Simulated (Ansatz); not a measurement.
# CH₈N₂OSi: a ladder of functionals and wavefunction methods

Aim: compute CH₈N₂OSi with functionals from several rungs and with coupled cluster. The yardstick is the atomisation energy at the CCSD(T) limit.

Method: functionals in def2-TZVPP, the program's frozen cores in correlated methods; program: Ansatz 0.2.0, Gaussian basis.

Levels to be run: PBE-D4, r2SCAN-D4, PBE0-D4, B3LYP-D4, ωB97X-V, ωB97M-V, B2PLYP; CCSD(T)/def2-TZVPP; MP2/def2-QZVPP; extrapolation to the limit.

## (1) Structure used throughout

An earlier PBE0-D4 in a triple-zeta def2 set relaxation fixed the geometry.

SMILES `NC[SiH](N)O`, 13 atoms, charge 0, spin multiplicity 1.

Atoms are counted from 1 here; the program's logs count them from 0.

Bond lengths: N1–C2 1.464 Å, N1–H6 1.012 Å, N1–H7 1.013 Å, C2–Si3 1.871 Å, C2–H8 1.101 Å, C2–H9 1.095 Å, Si3–N4 1.710 Å, Si3–O5 1.654 Å, Si3–H10 1.490 Å, N4–H11 1.008 Å, N4–H12 1.005 Å, O5–H13 0.958 Å. Angles: C2–N1–H6 111.4°, C2–N1–H7 109.8°, H6–N1–H7 107.2°, N1–C2–Si3 107.4°, N1–C2–H8 114.8°, N1–C2–H9 109.0°, Si3–C2–H8 111.2°, Si3–C2–H9 107.5°, H8–C2–H9 106.7°, C2–Si3–N4 113.4°, C2–Si3–O5 102.5°, C2–Si3–H10 112.6°, N4–Si3–O5 111.0°, N4–Si3–H10 105.9°, O5–Si3–H10 111.4°, Si3–N4–H11 119.7°, Si3–N4–H12 120.8°, H11–N4–H12 112.2° and more.

## (2) PBE-D4 (GGA)

Input file in.yaml:

```yaml
crystal:
  periodic: [false, false, false]
  atoms:
    - {symbol: N, position_ang: [-1.423506, -0.312510, -1.033799]}
    - {symbol: C, position_ang: [-1.156254, -0.251465, 0.403870]}
    - {symbol: Si, position_ang: [0.617403, 0.302451, 0.620729]}
    - {symbol: N, position_ang: [1.750287, -0.731645, -0.135932]}
    - {symbol: O, position_ang: [0.614796, 1.798156, -0.085810]}
    - {symbol: H, position_ang: [-2.365618, -0.631483, -1.221107]}
    - {symbol: H, position_ang: [-1.333480, 0.611213, -1.438610]}
    - {symbol: H, position_ang: [-1.845919, 0.390237, 0.974230]}
    - {symbol: H, position_ang: [-1.241351, -1.258738, 0.825577]}
    - {symbol: H, position_ang: [1.023865, 0.376851, 2.052132]}
    - {symbol: H, position_ang: [1.511618, -1.183284, -1.004760]}
    - {symbol: H, position_ang: [2.395503, -1.276026, 0.410152]}
    - {symbol: H, position_ang: [1.473156, 2.131442, -0.351871]}
basis:
  gaussian: {orbitals: def2-TZVPP}
hamiltonian: {xc: pbe, dispersion: d4}
output: {forces: true, orbitals: {seedname: orbitals}}
```

Command:

```console
> ansatz run in.yaml --threads 4 --pin off --events-out ev --progress --plain --max-ram 10444MiB
```

The runs that follow: r2SCAN-D4 (meta-GGA); PBE0-D4 (hybrid); B3LYP-D4 (hybrid); ωB97X-V (range-separated); ωB97M-V (range-separated); B2PLYP (double hybrid); CCSD(T) in def2-TZVPP; MP2 in def2-QZVPP.

Q: Predict the results of all the runs planned. Wanted: atomisation energy, CCSD(T)/CBS; farthest; mean size of error, hybrid; mean size of error, range-separated; gap, smallest and largest; T1 diagnostic; triples share of the correlation energy.

As calculated:

| quantity | value |
| --- | --- |
| atomisation energy, CCSD(T)/CBS | 1132.4 kcal/mol |
| functionals within 5.7 kcal/mol (0.5 %) | B3LYP-D4, ωB97X-V, ωB97M-V |
| farthest | PBE-D4 (+14.7 kcal/mol) |
| mean size of error, hybrid | 4.0 kcal/mol |
| mean size of error, range-separated | 2.8 kcal/mol |
| gap, smallest and largest | 5.17 eV (PBE-D4), 11.86 eV (ωB97X-V) |
| T1 diagnostic | 0.0102 |
| triples share of the correlation energy | 3.6 % |

In words: PBE-D4 is off by +14.7 kcal/mol. Double hybrids carry the basis error of their MP2 part in triple zeta, and no dispersion term here, so their miss is partly the set-up's. Misses under about 5.7 kcal/mol are within the doubt on the reference itself, which lacks core-valence correlation, relativity and higher excitations. Hartree-Fock recovers 69 % of the binding; the rest is correlation. Orbital gaps span 5.2 to 11.9 eV; exact exchange widens them.
